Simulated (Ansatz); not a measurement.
# Si2H5OF (SMILES O[SiH](F)[SiH3]): BCCD(T)/6-31G(d) (spherical functions)

What is the energy change on altering one bond length of Si2H5OF at BCCD(T)/6-31G* (spherical functions)? 

The results are computed with Ansatz 0.2.0.

75 further runs of the same task are left out: 75 set aside as unsound or not needed.

## (1) Starting point

Si2H5OF: 9 atoms, total charge 0, spin state singlet. SMILES: `O[SiH](F)[SiH3]`. The shape is that of a PBE0-D4/def2-TZVP optimisation. This is one conformer, not always the lowest.

Bond lengths: O1–Si2 1.636 Å, Si2–F3 1.603 Å, Si2–Si4 2.339 Å, O1–H5 0.959 Å, Si2–H6 1.488 Å, Si4–H7 1.487 Å, Si4–H8 1.487 Å, Si4–H9 1.486 Å. Some angles: O1–Si2–F3 110.2°, O1–Si2–Si4 106.9°, F3–Si2–Si4 109.3°, O1–Si2–H6 110.6°, F3–Si2–H6 105.0°, Si4–Si2–H6 114.9°, Si2–O1–H5 118.9°, Si2–Si4–H7 109.6°, Si2–Si4–H8 109.5°, Si2–Si4–H9 110.3°.

## (2) A single-point energy at BCCD(T)/6-31G(d) (spherical functions)

Input file job.yaml:

```yaml
crystal:
  periodic: [false, false, false]
  atoms:
    - {symbol: O, position_ang: [-0.392500, -0.610800, 1.768100]}
    - {symbol: Si, position_ang: [-0.831500, -0.160600, 0.257700]}
    - {symbol: F, position_ang: [-1.775600, 1.133800, 0.319400]}
    - {symbol: Si, position_ang: [1.135000, 0.371100, -0.891700]}
    - {symbol: H, position_ang: [-1.050500, -1.005600, 2.343000]}
    - {symbol: H, position_ang: [-1.664600, -1.215400, -0.380600]}
    - {symbol: H, position_ang: [0.798700, 0.860600, -2.255200]}
    - {symbol: H, position_ang: [1.981700, -0.845200, -1.013900]}
    - {symbol: H, position_ang: [1.887800, 1.425600, -0.163800]}
basis:
  gaussian:
    orbitals: 6-31G_st_-spherical.json
correlation:
  method: bccd_t
  frozen_orbitals: {F: 1, H: 0, O: 1, Si: 5}
accuracy: high
scf:
  omitted_lower_state_checks: [cluster_reference, increment]
```

The basis set 6-31G* is read from a file made from the Basis Set Exchange's data (not shown).

Command:

```console
$ ansatz run job.yaml --threads 1 --pin off --max-ram 3480MiB --events-out events.jsonl --progress --plain --runs-dir runs
```

The log of the run, cut to the lines that bear on the results:

```text
Warning: RAYON_NUM_THREADS=1 ignored (pool sized by the plan → 1); use --threads N
Functional definition: HF
  name "HF"
[...]
1651 factors; integrals over basis functions are off by at most 5.1e-9 eV
[...]
mean field -20548.32172729 eV, -755.1368953254 hartree, gradient 4.3e-8 eV, S^2 0.000000; 0 other end points of the search recorded, 0 dependent functions left out
12 core orbitals not correlated: weight in the atoms' cores, before any rotation towards them, 1.000 or more for the frozen orbitals, at most 0.000 for the correlated occupied ones
reference -20548.32172729 eV, -755.1368953254 hartree; 13, 13 occupied and 49, 49 virtual orbitals, 1651 factors
second order -13.77352410 eV of doubles, -0.00000000 eV of singles
cycle   1  -14.24410813 eV  change   -4.7e-1 eV  update   9.7e-2
[...]
cycle  20  -14.73305285 eV  change   -2.4e-9 eV  update   2.8e-9
perturbative correction -0.32502733 eV, -0.0119445342 hartree
Total energy: -20563.37980748 eV, -755.6902695655 hartree
Checks for a lower state left out: cluster_reference, increment
```

Wall time 8.4 s (1 thread of Intel Xeon 6975P-C (Granite Rapids), shared host); peak memory 0.41 GiB.

## (3) The distorted shape at the same level

Input file molecule.yaml:

```yaml
basis:
  gaussian:
    orbitals: 6-31G_st_-spherical.json
crystal:
  periodic: [false, false, false]
  atoms:
    - {symbol: O, position_ang: [-0.505408, -0.768958, 1.658927]}
    - {symbol: Si, position_ang: [-0.944408, -0.318758, 0.148527]}
    - {symbol: F, position_ang: [-1.888508, 0.975642, 0.210227]}
    - {symbol: Si, position_ang: [1.022092, 0.212942, -1.000873]}
    - {symbol: H, position_ang: [-1.163408, -1.163758, 2.233827]}
    - {symbol: H, position_ang: [-1.777508, -1.373558, -0.489773]}
    - {symbol: H, position_ang: [0.685792, 0.702442, -2.364373]}
    - {symbol: H, position_ang: [1.868792, -1.003358, -1.123073]}
    - {symbol: H, position_ang: [1.887800, 1.425600, -0.163800]}
correlation:
  method: bccd_t
  frozen_orbitals: {F: 1, H: 0, O: 1, Si: 5}
accuracy: high
scf:
  omitted_lower_state_checks: [cluster_reference, increment]
```

The basis set 6-31G* is read from a file made from the Basis Set Exchange's data (not shown).

Command:

```console
$ ansatz run molecule.yaml --threads 1 --pin off --max-ram 3480MiB --events-out events.jsonl --progress --plain --runs-dir runs
```

The log of the run, cut to the lines that bear on the results:

```text
Warning: RAYON_NUM_THREADS=1 ignored (pool sized by the plan → 1); use --threads N
[... 2 set-up lines as earlier in the session ...]
[...]
1648 factors; integrals over basis functions are off by at most 3.5e-9 eV
[...]
mean field -20547.92230003 eV, -755.1222166443 hartree, gradient 4.5e-8 eV, S^2 0.000000; 0 other end points of the search recorded, 0 dependent functions left out
12 core orbitals not correlated: weight in the atoms' cores, before any rotation towards them, 1.000 or more for the frozen orbitals, at most 0.000 for the correlated occupied ones
reference -20547.92230003 eV, -755.1222166443 hartree; 13, 13 occupied and 49, 49 virtual orbitals, 1648 factors
second order -13.82129334 eV of doubles, -0.00000000 eV of singles
cycle   1  -14.30717737 eV  change   -4.9e-1 eV  update   1.0e-1
[...]
cycle  21  -14.81745688 eV  change  -1.6e-10 eV  update   1.1e-9
perturbative correction -0.33254766 eV, -0.0122209009 hartree
Total energy: -20563.07230457 eV, -755.6789690420 hartree
Checks for a lower state left out: cluster_reference, increment
```

It took 8.4 s on 1 thread of Intel Xeon 6975P-C (Granite Rapids), shared host; peak memory 0.41 GiB.

## (4) Summary of results

At BCCD(T)/6-31G* (spherical functions), 12 core orbitals frozen:

```
                                                          quantity          value
                                         first shape: total energy  -755.69027 Eh
         first shape: correlation energy (12 core orbitals frozen)     -553.4 mEh
                                       first shape: (T) correction     -11.94 mEh
                                     distorted shape: total energy  -755.67897 Eh
     distorted shape: correlation energy (12 core orbitals frozen)     -556.8 mEh
                                   distorted shape: (T) correction     -12.22 mEh
energy change with the Si4–H9 bond stretched from 1.486 to 1.709 Å       0.308 eV
```

With the Si4–H9 bond stretched from 1.486 to 1.709 Å the energy rises by 0.31 eV (29.7 kJ/mol). The first shape isn't relaxed at this level, so the change isn't measured from a minimum. The triples (first shape) make up 2.2 % of the correlation energy. The triples (distorted shape) make up 2.2 % of the correlation energy.
